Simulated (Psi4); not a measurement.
# B3LYP/6-31G(d) (spherical functions) run of SiH2Br2 (dibromosilane)

What is the vertical singlet–triplet gap of SiH2Br2 (dibromosilane) at B3LYP/6-31G* (spherical functions)? 

The calculation is run with Psi4 1.11.

## Step 1: The structure to begin with

The species is SiH2Br2 (5 atoms), meant as a singlet with charge 0. As SMILES, `Br[SiH2]Br`. Geometry: relaxed at PBE0-D4/def2-TZVP.

Bond lengths: Br1–Si2 2.207 Å, Si2–Br3 2.207 Å, Si2–H4 1.476 Å, Si2–H5 1.476 Å. Angles: Br1–Si2–Br3 110.8°, Br1–Si2–H4 108.4°, Br1–Si2–H5 108.4°, Br3–Si2–H4 108.4°, Br3–Si2–H5 108.4°, H4–Si2–H5 112.5°.

## Step 2: The energy at B3LYP/6-31G(d) (spherical functions)

Input file br2h2si.dat:

```
memory 2200 mb

molecule geom {
  Br    -3.16092599    -2.34191869     0.68466667
  Si     0.29901136    -0.08747542     0.10333022
  Br    -0.55854635     3.42826555    -1.96911352
  H      2.08518050    -1.59347376    -1.42052603
  H      1.33526158     0.59458343     2.60164265
  units bohr
  symmetry c1
}

set basis 6-31G*
set puream true
set e_convergence 1e-09
set d_convergence 1e-08
set scf_type pk
set dft_radial_points 99
set dft_spherical_points 590

result, w = energy("b3lyp", return_wfn=True)
oeprop(w, "MULLIKEN_CHARGES", "WIBERG_LOWDIN_INDICES", "DIPOLE")
```

Launch:

```console
$ psi4 -i br2h2si.dat -o br2h2si.out -n 1
```

br2h2si.out:

```text
[...]
  Running in c1 symmetry.
[...]
  Nuclear repulsion =  448.279263033294001
[...]
  Multiplicity = 1
[...]
  Nalpha       = 43
  Nbeta        = 43
[...]
    Number of basis functions: 86
[...]
   @RKS iter   1: -5437.94945093886145   -2.42452e+00   2.38071e-02 DIIS/ADIIS
[...]
   @RKS iter  10: -5438.52768344045853   -9.09495e-13   1.43853e-09 DIIS
[...]
    Orbital Energies [Eh]
    ---------------------
    Doubly Occupied:
       1A   -482.825267     2A   -482.825254     3A    -66.200112
       4A    -62.521830     5A    -62.521818     6A    -56.340169
       7A    -56.340156     8A    -56.337881     9A    -56.337869
      10A    -56.337758    11A    -56.337746    12A     -8.719141
      13A     -8.719129    14A     -6.546536    15A     -6.546524
      16A     -6.537793    17A     -6.537781    18A     -6.537375
      19A     -6.537364    20A     -5.357138    21A     -3.717109
      22A     -3.715283    23A     -3.712739    24A     -2.641173
      25A     -2.641157    26A     -2.638640    27A     -2.638625
      28A     -2.638314    29A     -2.638290    30A     -2.631381
      31A     -2.631376    32A     -2.631370    33A     -2.631365
      34A     -0.808865    35A     -0.786311    36A     -0.555239
[...]
  @RKS Final Energy: -5438.52768344045853
   => Energetics <=
    Nuclear Repulsion Energy =            448.2792630332940007
    One-Electron Energy =               -8459.9895155476697255
    Two-Electron Energy =                2737.5522082130241870
    DFT Exchange-Correlation Energy =    -164.3696391391076190
    Empirical Dispersion Energy =           0.0000000000000000
    VV10 Nonlocal Energy =                  0.0000000000000000
    Total Energy =                      -5438.5276834404594410
[...]
 Multipole Moments:
 ------------------------------------------------------------------------------------
     Multipole            Electronic (a.u.)      Nuclear  (a.u.)        Total (a.u.)
 ------------------------------------------------------------------------------------
 L = 1.  Multiply by 2.5417464519 to convert [e a0] to [Debye]
 Dipole X            :         -5.9148075            6.4150283            0.5002208
 Dipole Y            :          1.7274557           -1.8737448           -0.1462890
 Dipole Z            :         -2.0425145            2.2153550            0.1728406
 Magnitude           :                                                    0.5490858
[...]
  Mulliken Charges: (a.u.)
   Center  Symbol    Alpha    Beta     Spin     Total
       1    BR    17.60052 17.60052  0.00000 -0.20104
       2    SI     6.77010  6.77010  0.00000  0.45979
       3    BR    17.60053 17.60053  0.00000 -0.20106
       4     H     0.51442  0.51442  0.00000 -0.02885
       5     H     0.51442  0.51442  0.00000 -0.02885
   Total alpha = 43.00000, Total beta = 43.00000, Total charge =  0.00000
  Wiberg Bond Indices using Orthogonal Lowdin Orbitals:
[...]
```

Wall time 20 s (1 thread of Intel Xeon at 2.50GHz (Skylake/Cascade Lake), shared host); peak memory 0.77 GiB.

## Step 3: The triplet: energy and gradient at UB3LYP/6-31G(d) (spherical functions)

Input file br2h2si.py:

```python
import psi4

psi4.set_memory('2200 MB')
psi4.set_num_threads(1)
psi4.set_output_file('br2h2si.out', False)

m = psi4.geometry("""
0 3
Br    -3.16092599    -2.34191869     0.68466667
Si     0.29901136    -0.08747542     0.10333022
Br    -0.55854635     3.42826555    -1.96911352
H      2.08518050    -1.59347376    -1.42052603
H      1.33526158     0.59458343     2.60164265
units au
symmetry c1
""")

psi4.set_options({
    'reference': 'uks',
    'puream': True,
    'e_convergence': 1e-09,
    'd_convergence': 1e-08,
    'scf_type': 'pk',
    'dft_radial_points': 99,
    'dft_spherical_points': 590,
    'maxiter': 100,
})

e_tot, wfn = psi4.gradient("b3lyp/6-31G*", molecule=m, return_wfn=True)
print('gradient / Eh bohr^-1')
print(e_tot.np.round(6))
print(f'energy = {wfn.energy():.10f} Eh')
```

Launch:

```console
$ python br2h2si.py
```

br2h2si.out:

```text
[...]
  Running in c1 symmetry.
[...]
  Nuclear repulsion =  448.279263033294001
[...]
  Multiplicity = 3
[...]
  Nalpha       = 44
  Nbeta        = 42
[...]
    Number of basis functions: 86
[...]
   @UKS iter   1: -5437.74400069016974   -2.21907e+00   2.35909e-02 ADIIS/DIIS
[...]
   @UKS iter  14: -5438.30173146808647    2.72848e-12   9.89626e-09 DIIS
[...]
   @S^2 Observed:                2.002952330E+00
[...]
    Orbital Energies [Eh]
    ---------------------
    Alpha Occupied:
       1A   -482.841905     2A   -482.841895     3A    -66.141988
       4A    -62.537909     5A    -62.537899     6A    -56.356438
       7A    -56.356427     8A    -56.355171     9A    -56.355162
      10A    -56.353312    11A    -56.353303    12A     -8.736130
      13A     -8.736119    14A     -6.561494    15A     -6.561479
      16A     -6.559147    17A     -6.559140    18A     -6.552331
      19A     -6.552321    20A     -5.310549    21A     -3.670330
      22A     -3.667004    23A     -3.664883    24A     -2.657480
      25A     -2.657468    26A     -2.657089    27A     -2.657063
      28A     -2.651834    29A     -2.651820    30A     -2.650398
      31A     -2.650377    32A     -2.649109    33A     -2.649097
      34A     -0.825395    35A     -0.806796    36A     -0.563183
[...]
  @UKS Final Energy: -5438.30173146808647
   => Energetics <=
    Nuclear Repulsion Energy =            448.2792630332940007
    One-Electron Energy =               -8459.3174402209369873
    Two-Electron Energy =                2737.0901857224012019
    DFT Exchange-Correlation Energy =    -164.3537400028457967
    Empirical Dispersion Energy =           0.0000000000000000
    VV10 Nonlocal Energy =                  0.0000000000000000
    Total Energy =                      -5438.3017314680873824
[...]
 Multipole Moments:
 ------------------------------------------------------------------------------------
     Multipole            Electronic (a.u.)      Nuclear  (a.u.)        Total (a.u.)
 ------------------------------------------------------------------------------------
 L = 1.  Multiply by 2.5417464519 to convert [e a0] to [Debye]
 Dipole X            :         -6.1481156            6.4150283            0.2669128
 Dipole Y            :          1.7956235           -1.8737448           -0.0781212
 Dipole Z            :         -2.1230906            2.2153550            0.0922644
 Magnitude           :                                                    0.2930155
[...]
  -Total Gradient:
     Atom            X                  Y                   Z
    ------   -----------------  -----------------  -----------------
       1        0.052062861066     0.056434799155    -0.020993962826
       2       -0.022253032491     0.006444012878    -0.007654206600
       3       -0.005053676530    -0.070106369491     0.037195350350
       4       -0.013071514927     0.005591554718    -0.000653274157
       5       -0.011718781937     0.001645976707    -0.007905698397
[...]
```

The script printed:

```text
gradient / Eh bohr^-1
[[ 0.052063  0.056435 -0.020994]
 [-0.022253  0.006444 -0.007654]
 [-0.005054 -0.070106  0.037195]
 [-0.013072  0.005592 -0.000653]
 [-0.011719  0.001646 -0.007906]]
energy = -5438.3017314681 Eh
```

It took 64 s on 1 thread of Intel Xeon at 2.50GHz (Skylake/Cascade Lake), shared host; peak memory 0.77 GiB.

## Step 4: Results

At B3LYP/6-31G* (spherical functions):

```
                                        quantity           value
                           singlet: total energy  -5438.52768 Eh
                          singlet: dipole moment          1.40 D
                            singlet: HOMO energy        -8.32 eV
                            singlet: LUMO energy        -0.86 eV
                          singlet: HOMO–LUMO gap         7.46 eV
                           triplet: total energy  -5438.30173 Eh
                          triplet: dipole moment          0.74 D
     triplet: HOMO energy (highest over α and β)        -2.31 eV
                                   triplet: ⟨S²⟩           2.003
               triplet: largest force on an atom      4.093 eV/Å
vertical energy of the triplet above the singlet        6.148 eV
```

In words: At this shape the triplet lies 6.15 eV (142 kcal/mol) above the singlet. Mulliken charges (singlet) run from -0.20 on Br3 to +0.46 on Si2.
